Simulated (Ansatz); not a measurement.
# Nb in Ansatz: convergence with wavefunction cutoff

Aim: find how far wavefunction cutoff must go before the results for Nb settle, at PBE. This setting moves, with any that are tied to it; all else stays.

Program: Ansatz 0.2.0. These are calculated values, not measurements. Logs are shortened: lines on timing, memory, paths and dates and some standing lists are left out, and cuts for length are marked.

### 1 The slab as given

The cell holds a slab with vacuum, 5 atoms: a = 2.882 Å, b = 2.882 Å, c = 24.413 Å, α = 90.00°, β = 90.00°, γ = 109.47°.

The slab is cut from a database's or a generator's crystal, which needn't be the stable form of the element.

### 2 With wavefunction cutoff 200 eV

input.yaml

```yaml
crystal:
  lattice:
    - [2.8820459413, 0.0, 0.0]
    - [-0.9606819804, 2.7172189717, 0.0]
    - [0.0, 0.0, 24.4127226284]
  atoms:
    - { symbol: Nb, position: [0.5, 0.5, 0.3072168604] }
    - { symbol: Nb, position: [0.0, 0.0, 0.4036084302] }
    - { symbol: Nb, position: [0.5, 0.5, 0.5] }
    - { symbol: Nb, position: [0.0, 0.0, 0.5963915698] }
    - { symbol: Nb, position: [0.5, 0.5, 0.6927831396] }
hamiltonian:
  xc: pbe
  pseudopotentials: { kind: paw }
kpoints:
  mp_grid: { grid: [7, 7, 1] }
scf:
  occupations: { method: methfessel_paxton, width: 0.05 }
output:
  forces: true
  eigenvalues: true
basis:
  ecutwfc: "200 eV"
```

Potentials or basis: Ansatz PAW.

On the command line:

```
$ ansatz run input.yaml --threads 4 --pin off --max-ram 11264MiB --backend cpu --events-out ev --progress --plain --runs-dir out
```

What it wrote:

```text
Warning: basis.ecutwfc = 200 eV is below the records' recommended 420 eV, and the density's cutoff is lower with it unless basis.ecutrho_ratio is high enough to keep the records' density cutoff: compare with a run at a higher cutoff
Warning: RAYON_NUM_THREADS=4 ignored (pool sized by the plan → 4); use --threads N
Engine: ansatz 0.2.0, x86_64-unknown-linux-gnu
Pseudopotentials: kind: paw
Pseudopotential: Nb, paw, valence charge 13, recommended cutoff 420 eV (normal), Nb.paw.azcp
Functional definition: PBE
  parameter kappa = 0.804
  parameter beta = 0.06672455060314922
  exchange = pbe_x(kappa = kappa, mu = beta*pi^2/3)
  correlation = pbe_c(beta = beta)
Crystal: 5 atoms, lattice volume = 191.180 Å³
Basis set: ecut = 200 eV, 1271 PW (Γ), exchange–correlation on 30×30×240 points (8 copies of the dense FFT grid, shifted against one another)
Bands: 39, of which v1, the nominal top of the filled ones, is band 33 counted from 1 (32 counted from 0)
Symmetry: 8 space group operations
Space group: Cmmm (ITA 65), of the structure as read, at distance tolerance 5.8e-5 Å
k-points: 16 of 49
Non-local potential: Nb, projectors of the file, l = 0: 3, l = 1: 2, l = 2: 2, l = 3: 1
PAW form: soft (Blöchl's): semilocal exchange-correlation on the pseudo side does not see the compensation charge
PAW one-centre angular grid: Nb, 590 points (default); XC on 64 Gauss nodes
Initial density: superposition of atomic densities (neutral atoms: chi_scale 0, normalization atom), corrected by the library's trained network
Initial wavefunctions: pseudopotential atomic-orbital guess
Functional: x = pbe(κ = 0.804, μ = 0.2195149727645171), c = pbe(β = 0.06672455060314922)
SCF iter   1: F=—  HF=-22748.387046 eV  |F-HF|=—  |Δ(HF+E_count)|=         —  Δρ=3.85e-2  dr2=1.05e1  ethr=1.77e-3  ⟨swp⟩=8.2  Hψ=2832  notcnv=0
preconditioner: auto → LDOS  [metal: Δε(μ)=0.011 eV  Ē_g=3.291 eV  σ=0.050 eV  W_gap=0.19  n_scr=16 (ndim 8)  ℏωp=13.4 eV  f_vac=0.447  D(μ)=10.86/eV (n_scr^D=118)  β→1.0]
SCF iter   2: F=—  HF=-22747.847631 eV  |F-HF|=—  |Δ(HF+E_count)|=   5.39e-1  S|Δr|=    0.00e0  Δρ=1.43e-2  dr2=1.17e0  ethr=1.77e-3  ⟨swp⟩=2.3  Hψ=1358  notcnv=0  defer=23
SCF iter   3: F=—  HF=-22747.727870 eV  |F-HF|=—  |Δ(HF+E_count)|=   1.20e-1  S|Δr|=    0.00e0  Δρ=5.75e-3  dr2=2.45e-1  ethr=1.77e-3  ⟨swp⟩=3.0  Hψ=1216  notcnv=0  defer=23
SCF iter   4: F=—  HF=-22747.704479 eV  |F-HF|=—  |Δ(HF+E_count)|=   2.34e-2  S|Δr|=    0.00e0  Δρ=1.41e-3  dr2=9.79e-3  ethr=3.77e-4  ⟨swp⟩=2.8  Hψ=1007  notcnv=0  defer=23
SCF iter   5: F=—  HF=-22747.703695 eV  |F-HF|=—  |Δ(HF+E_count)|=   7.84e-4  S|Δr|=    0.00e0  Δρ=6.21e-4  dr2=5.19e-3  ethr=1.51e-5  ⟨swp⟩=2.8  Hψ=1044  notcnv=0  defer=23
SCF iter   6: F=—  HF=-22747.703456 eV  |F-HF|=—  |Δ(HF+E_count)|=   2.39e-4  S|Δr|=    0.00e0  Δρ=2.18e-4  dr2=1.07e-4  ethr=7.98e-6  ⟨swp⟩=1.6  Hψ=669  notcnv=0  defer=23
SCF iter   7: F=—  HF=-22747.703472 eV  |F-HF|=—  |Δ(HF+E_count)|=   1.68e-5  S|Δr|=    0.00e0  Δρ=9.58e-5  dr2=3.62e-5  ethr=1.64e-7  ⟨swp⟩=2.4  Hψ=938  notcnv=0  defer=23
SCF iter   8: F=—  HF=-22747.703508 eV  |F-HF|=—  |Δ(HF+E_count)|=   3.51e-5  S|Δr|=    0.00e0  Δρ=2.98e-5  dr2=6.18e-6  ethr=5.57e-8  ⟨swp⟩=2.1  Hψ=715  notcnv=0  defer=23
SCF iter   9: F=—  HF=-22747.703511 eV  |F-HF|=—  |Δ(HF+E_count)|=   3.34e-6  S|Δr|=    0.00e0  Δρ=8.53e-6  dr2=1.53e-6  ethr=9.51e-9  ⟨swp⟩=2.1  Hψ=818  notcnv=0  defer=23
SCF iter  10: F=-22747.703511 eV  HF=-22747.703511 eV  |F-HF|=4.34e-8  |Δ(HF+E_count)|=   3.32e-7  S|Δr|=    0.00e0  Δρ=2.16e-6  dr2=3.36e-8  ethr=1.54e-10  ⟨swp⟩=10.8  Hψ=3036  notcnv=0
SCF 1 converged in 10 iterations: F = -22747.703511 eV  dr2 = 3.36e-8
SCF converged after 10 iterations
Stability not checked: this state was not tested for a lower state beside it, because cold or Methfessel-Paxton smearing, or corrected tetrahedra, fill the levels in a way that the test cannot read (fill_not_monotonic; see scf.lower_state_search)
Free energy (F): -22747.703511 eV
Harris-Foulkes:  -22747.703511 eV  (|F-HF|=4.34e-8)
Internal energy: -22747.701499 eV  (E = F + TS)
E sigma→0 (E₀):  -22747.703008 eV
Entropy (-TS):   -0.002013 eV (-0.403 meV/atom)
Fermi energy:    6.213719 eV
--- Per-component energies (eV) ---
  E_band       = -1114.809510
  E_kinetic    = 1952.695239
  E_local      = -58047.737517  (includes V_loc(G=0)·N_el)
  E_nonlocal   = 582.721482
  E_hartree    = 27988.420274
  E_xc         = -869.255916
  E_vxc        = -1054.269891  (∫ρ·V_xc dr)
  E_paw        = -15354.979183  (= ΣΔE_a)
  E_vpaw       = -525.105951  (= ΣTr[D̂ρ^β])
  E_aug_tail   = 0.000041  (compensation charges beyond the density's cutoff)
  E_ewald      = 21000.434082
  E_smearing   = -0.002013  (= −TS)
  E_closure    = -0.000000  (closes the sum)
  Σ components = -22747.703511   (vs F -22747.703511, Δ=0.00e0)
--- Forces (eV/Å), atoms counted from 1 ---
  atom   1  Nb     0.00000000     0.00000000     0.21330230
  atom   2  Nb     0.00000000     0.00000000    -0.26507614
  atom   3  Nb    -0.00000000     0.00000000     0.00000000
  atom   4  Nb     0.00000000     0.00000000     0.26507614
  atom   5  Nb     0.00000000     0.00000000    -0.21330230
  max |Σ_I F_I| component: 5.55e-17 eV/Å
--- Band table (eV; the first three rows and the last of 16) ---
  k-point 0: bands = ["-49.2356", "-49.2352", "-48.9374", "-48.8994", "-48.7537", "-25.2967", "-25.1805", "-24.8350", "-24.5510", "-24.5242", "-24.4438", "-24.3434", "-24.3341", "-24.2712", "-24.1911", "-24.1440", "-24.0766", "-24.0600", "-24.0511", "-23.8914", "0.5602", "1.2514", "2.1356", "2.5892", "2.6241", "4.7067", "4.8945", "5.2979", "5.7405", "5.7444", "5.8859", "6.2193", "6.3472", "6.4010", "6.7058", "7.0399", "7.6183", "8.0036", "8.7039"]
  k-point 1: bands = ["-49.2141", "-49.2139", "-48.9130", "-48.8809", "-48.7399", "-25.2156", "-25.1501", "-24.8531", "-24.6626", "-24.6000", "-24.4726", "-24.3772", "-24.3729", "-24.3152", "-24.2902", "-24.1370", "-24.1168", "-24.0791", "-24.0758", "-23.9548", "1.1512", "1.7999", "2.6764", "3.1447", "3.1799", "4.8210", "4.9912", "5.4411", "5.5569", "5.6348", "5.8069", "6.0378", "6.0555", "6.3788", "6.8975", "6.9363", "7.0897", "8.0210", "8.5646"]
  k-point 2: bands = ["-49.1658", "-49.1657", "-48.8564", "-48.8393", "-48.7102", "-25.1292", "-25.1174", "-25.0348", "-24.9997", "-24.8478", "-24.6966", "-24.6157", "-24.4991", "-24.4076", "-24.3945", "-24.2778", "-24.2082", "-24.1221", "-24.0472", "-23.9443", "2.4521", "2.7216", "3.2127", "3.6629", "3.9474", "4.9230", "4.9652", "5.0827", "5.2655", "5.5929", "5.6402", "5.8303", "5.9957", "6.1010", "6.1951", "8.1156", "8.1328", "8.6290", "8.8456"]
  k-point 15: bands = ["-49.0597", "-49.0597", "-48.7522", "-48.7303", "-48.5971", "-25.3231", "-25.3121", "-25.0722", "-25.0059", "-24.9835", "-24.9800", "-24.9682", "-24.9154", "-24.8156", "-24.7120", "-24.6016", "-24.5730", "-24.3638", "-24.3601", "-24.0767", "2.8454", "2.8790", "2.9519", "3.2356", "3.3622", "3.5506", "3.6335", "4.6245", "4.9697", "5.7574", "6.0118", "7.1661", "7.5444", "7.9344", "8.2682", "8.5126", "8.8898", "8.9688", "9.0873"]
```

Run time: 1.8 s. Hardware: 4 threads of Intel Xeon at 2.70GHz, shared host; peak memory 0.38 GiB.

What came out:

```yaml
Free_energy: -22747.7035 eV
Largest_force: 0.265 eV/Å
Band_gap_on_the_k_mesh: none (metal or under the smearing width)
```

### 3 With wavefunction cutoff 250 eV

input.yaml: that of step 2 with these lines changed.

```diff
@@ -22,2 +22,2 @@
 basis:
-  ecutwfc: "200 eV"
+  ecutwfc: "250 eV"
```

Potentials or basis: Ansatz PAW.

On the command line:

```
$ ansatz run input.yaml --threads 4 --pin off --max-ram 11264MiB --backend cpu --events-out ev --progress --plain --runs-dir out
```

Wall time 1.7 s (4 threads of Intel Xeon at 2.70GHz, shared host); peak memory 0.42 GiB.

What came out:

```
Free energy            : -22757.6373 eV
Largest force          : 0.538 eV/Å
Band gap on the k mesh : none (metal or under the smearing width)
```

### 4 With wavefunction cutoff 300 eV

input.yaml: that of step 3 with these lines changed.

```diff
@@ -22,2 +22,2 @@
 basis:
-  ecutwfc: "250 eV"
+  ecutwfc: "300 eV"
```

On the command line:

```
$ ansatz run input.yaml --threads 4 --pin off --max-ram 11264MiB --backend cpu --events-out ev --progress --plain --runs-dir out
```

Run time: 2.6 s. Hardware: 4 threads of Intel Xeon at 2.70GHz, shared host; peak memory 0.46 GiB.

What came out:

- Free energy: -22759.1058 eV
- Largest force: 0.548 eV/Å
- Band gap on the k mesh: none (metal or under the smearing width)

### 5 With wavefunction cutoff 350 eV

input.yaml: that of step 4 with these lines changed.

```diff
@@ -22,2 +22,2 @@
 basis:
-  ecutwfc: "300 eV"
+  ecutwfc: "350 eV"
```

On the command line:

```
$ ansatz run input.yaml --threads 4 --pin off --max-ram 11264MiB --backend cpu --events-out ev --progress --plain --runs-dir out
```

Wall time 2.9 s (4 threads of Intel Xeon at 2.70GHz, shared host); peak memory 0.49 GiB.

Results:

```yaml
Free_energy: -22759.2566 eV
Largest_force: 0.548 eV/Å
Band_gap_on_the_k_mesh: none (metal or under the smearing width)
```

### 6 With wavefunction cutoff 400 eV

input.yaml: that of step 5 with these lines changed.

```diff
@@ -22,2 +22,2 @@
 basis:
-  ecutwfc: "350 eV"
+  ecutwfc: "400 eV"
```

Potentials or basis: Ansatz PAW.

On the command line:

```
$ ansatz run input.yaml --threads 4 --pin off --max-ram 11264MiB --backend cpu --events-out ev --progress --plain --runs-dir out
```

Run time: 3.7 s. Hardware: 4 threads of Intel Xeon at 2.70GHz, shared host; peak memory 0.54 GiB.

Results (log left out):

```
Free energy            : -22759.2654 eV
Largest force          : 0.548 eV/Å
Band gap on the k mesh : none (metal or under the smearing width)
```

### 7 With wavefunction cutoff 450 eV

input.yaml: that of step 6 with these lines changed.

```diff
@@ -22,2 +22,2 @@
 basis:
-  ecutwfc: "400 eV"
+  ecutwfc: "450 eV"
```

On the command line:

```
$ ansatz run input.yaml --threads 4 --pin off --max-ram 11264MiB --backend cpu --events-out ev --progress --plain --runs-dir out
```

Wall time 3.8 s (4 threads of Intel Xeon at 2.70GHz, shared host); peak memory 0.59 GiB.

Results (log left out):

| Quantity | Value |
| --- | --- |
| Free energy | -22759.2682 eV |
| Largest force | 0.549 eV/Å |
| Band gap on the k mesh | none (metal or under the smearing width) |

### 8 With wavefunction cutoff 500 eV

input.yaml: that of step 7 with these lines changed.

```diff
@@ -22,2 +22,2 @@
 basis:
-  ecutwfc: "450 eV"
+  ecutwfc: "500 eV"
```

On the command line:

```
$ ansatz run input.yaml --threads 4 --pin off --max-ram 11264MiB --backend cpu --events-out ev --progress --plain --runs-dir out
```

Run time: 4.5 s. Hardware: 4 threads of Intel Xeon at 2.70GHz, shared host; peak memory 0.64 GiB.

It converged, with:

* Free energy: -22759.2694 eV
* Largest force: 0.549 eV/Å
* Band gap on the k mesh: none (metal or under the smearing width)

### 9 With wavefunction cutoff 600 eV

input.yaml: that of step 8 with these lines changed.

```diff
@@ -22,2 +22,2 @@
 basis:
-  ecutwfc: "500 eV"
+  ecutwfc: "600 eV"
```

Potentials or basis: Ansatz PAW.

On the command line:

```
$ ansatz run input.yaml --threads 4 --pin off --max-ram 11264MiB --backend cpu --events-out ev --progress --plain --runs-dir out
```

Wall time 5.4 s (4 threads of Intel Xeon at 2.70GHz, shared host); peak memory 0.73 GiB.

It converged, with:

```
Free energy            : -22759.2697 eV
Largest force          : 0.549 eV/Å
Band gap on the k mesh : none (metal or under the smearing width)
```

### 10 With wavefunction cutoff 800 eV

input.yaml: that of step 9 with these lines changed.

```diff
@@ -22,2 +22,2 @@
 basis:
-  ecutwfc: "600 eV"
+  ecutwfc: "800 eV"
```

On the command line:

```
$ ansatz run input.yaml --threads 4 --pin off --max-ram 11264MiB --backend cpu --events-out ev --progress --plain --runs-dir out
```

Run time: 9.2 s. Hardware: 4 threads of Intel Xeon at 2.70GHz, shared host; peak memory 0.97 GiB.

It converged, with:

```yaml
Free_energy: -22759.2698 eV
Largest_force: 0.549 eV/Å
Band_gap_on_the_k_mesh: none (metal or under the smearing width)
```

### 11 Summary

```csv
wavefunction cutoff,"energy less the tightest run, at zero smearing (meV/atom)",largest force (eV/Å),SCF cycles,CPU time (s),peak memory (GiB)
200 eV,2313.38,0.265,10,4.6,0.38
250 eV,326.47,0.538,9,4.7,0.42
300 eV,32.81,0.548,10,7.2,0.46
350 eV,2.65,0.548,10,8.2,0.49
400 eV,0.88,0.548,10,11,0.54
450 eV,0.32,0.549,10,12,0.59
500 eV,0.08,0.549,10,14,0.64
600 eV,0.03,0.549,10,17,0.73
800 eV,0.00,0.549,10,31,0.97
```

Against the tightest run, the energy stays within 1 meV/atom from 400 eV on; the largest force stays within 0.005 eV/Å from 300 eV on. The tightest run that finished is the yardstick and may itself not be fully converged.
